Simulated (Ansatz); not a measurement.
# SiGe3: the cost of one run

Method: DFT PBE, scalar-relativistic, plane waves, PAW, in Ansatz 0.2.0.

## (1) The starting structure

The structure is hexagonal, space group P-6m2 (No. 187). Conventional cell: a = 2.938 Å, b = 2.938 Å, c = 9.771 Å, α = 90.00°, β = 90.00°, γ = 120.00°. Si (site symmetry -6m2) has 6 Si at 2.94 Å and 6 Ge at 2.97 Å in its first shell of neighbours. Ge (site symmetry -6m2) is surrounded by 12 Ge at 2.94 to 2.97 Å. Ge (site symmetry 3m) is surrounded by 9 Ge at 2.94 to 2.97 Å and 3 Si at 2.97 Å.

Structure file:

```cif
data_structure
_symmetry_space_group_name_H-M 'P 1'
_symmetry_Int_Tables_number 1
_cell_length_a 2.9381
_cell_length_b 2.9381
_cell_length_c 9.7714
_cell_angle_alpha 90.000
_cell_angle_beta 90.000
_cell_angle_gamma 120.000
_cell_volume 73.05
loop_
_atom_site_label
_atom_site_type_symbol
_atom_site_fract_x
_atom_site_fract_y
_atom_site_fract_z
_atom_site_occupancy
Si1 Si 0.66667 0.33333 0.00000 1
Ge1 Ge 0.66667 0.33333 0.50000 1
Ge2 Ge 0.33333 0.66667 0.75000 1
Ge3 Ge 0.33333 0.66667 0.25000 1
```

The start is an ordering of an alloy on its end members' structure types: elements ordered on the sites of the Pd type, Si/Ge on Pd (P-6m2, No. 187).

## (2) A first look at the guess

File input.yaml:

```yaml
crystal:
  lattice:
    - [2.93808796, 0.0, 0.0]
    - [-1.46904398, 2.54445881, 0.0]
    - [0.0, 0.0, 9.77135868]
  atoms:
    - { symbol: Si, position: [0.66666667, 0.33333333, 0.0] }
    - { symbol: Ge, position: [0.66666667, 0.33333333, 0.5] }
    - { symbol: Ge, position: [0.33333333, 0.66666667, 0.75] }
    - { symbol: Ge, position: [0.33333333, 0.66666667, 0.25] }
basis:
  ecutwfc: 420
kpoints:
  mp_grid: { grid: [6, 6, 2] }
hamiltonian:
  xc: pbe
scf:
  occupations: { method: gaussian, width: 0.1 }
  lower_state_search: "off"
output:
  forces: true
  stress: true
  eigenvalues: true
```

Started as:

```sh
ansatz run input.yaml --threads 1 --pin off --max-ram 2560MiB --backend cpu --events-out ev --progress --plain --runs-dir out
```

What time and memory should one allow on 1 thread of Intel Xeon at 2.50GHz (Skylake/Cascade Lake), shared host?

About 4.6 s, with a peak of 0.32 GiB.
